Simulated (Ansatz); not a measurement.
This script makes a rigid torsion scan of H5O2Si2, SMILES O[Si](O)[SiH3] with Ansatz's Python interface.

Script `h5o2si2_torsion.py`:
```python
"""Rigid torsion scan of H5O2Si2."""

import ansatz as az
from ase import Atoms

BASIS_SET = "def2-SVP"
FUNCTIONAL = "cam_b3lyp"
FORCE_TOL = 0.02

atoms = Atoms(["O", "Si", "O", "Si", "H", "H", "H", "H", "H"], positions=[
    (-1.4102, 1.3161, -0.3182),
    (-0.2088, 0.4065, -0.852),
    (1.1138, 1.3718, -0.8955),
    (0.1622, -1.4573, 0.4901),
    (-1.5803, 2.1947, -0.8178),
    (1.4535, 1.7286, -0.0269),
    (-1.1332, -2.2741, 0.5538),
    (1.2173, -2.3008, -0.063),
    (0.4743, -1.0318, 1.9124),
])

# relax first, so that the scan starts from a minimum
first = (
    az.Crystal.molecule_from_ase(atoms).calculation()
    .basis(gaussian=BASIS_SET)  # atom-centred Gaussian functions
    .functional(FUNCTIONAL)
    .spin("collinear", total=1)  # two spin channels
    .relax(force_tolerance=FORCE_TOL, max_steps=80)
)
atoms.positions = first.run().report["positions_ang"]

start = atoms.get_dihedral(2, 1, 0, 4)
energies = {}
for turn in range(0, 360, 40):
    turned = atoms.copy()
    turned.set_dihedral(2, 1, 0, 4, start + turn, indices=[0, 4])
    job = (
        az.Crystal.molecule_from_ase(turned).calculation()
        .basis(gaussian=BASIS_SET)  # the orbital basis, by name
        .functional(FUNCTIONAL)
        .spin("collinear", total=1)
    )
    energies[round((start + turn) % 360)] = job.run().report["free_energy_ev"]
floor = min(energies.values())
print("dihedral O2-Si1-O0-H4 (deg)   E - E(min) (eV)")
for angle, e in sorted(energies.items()):
    print(f"{angle:8d} {(e - floor):14.3f}  " + "#" * int(30 * (e - floor) / max(max(energies.values()) - floor, 1e-9)))
```

Where along the turn do the lowest and the highest point lie, and how far apart are they?

The lowest point is at 160° and the highest at 40°, 0.129 eV (12.4 kJ/mol) above it, with the rest of the molecule held.

The output:

```console
$ python h5o2si2_torsion.py
dihedral O2-Si1-O0-H4 (deg)   E - E(min) (eV)
      40          0.129  ##############################
      80          0.086  ###################
     120          0.031  #######
     160          0.000
     200          0.036  ########
     240          0.097  ######################
     280          0.105  ########################
     320          0.092  #####################
     360          0.119  ###########################
```

Caveats:
- These settings explore the input space; basis and method may be short of convergence.
- The scan is rigid and the energies are electronic, in a modest basis. With rigid groups the curve can differ much from the relaxed path, the start wasn't checked as a minimum of this torsion, and equivalent turns needn't return to the same energy.
- The species is open-shell (spin multiplicity 2).
- Wall time of the script: 89 s on 1 thread of AMD EPYC 9R45 (Zen 5) (shared host), peak memory 0.37 GiB.
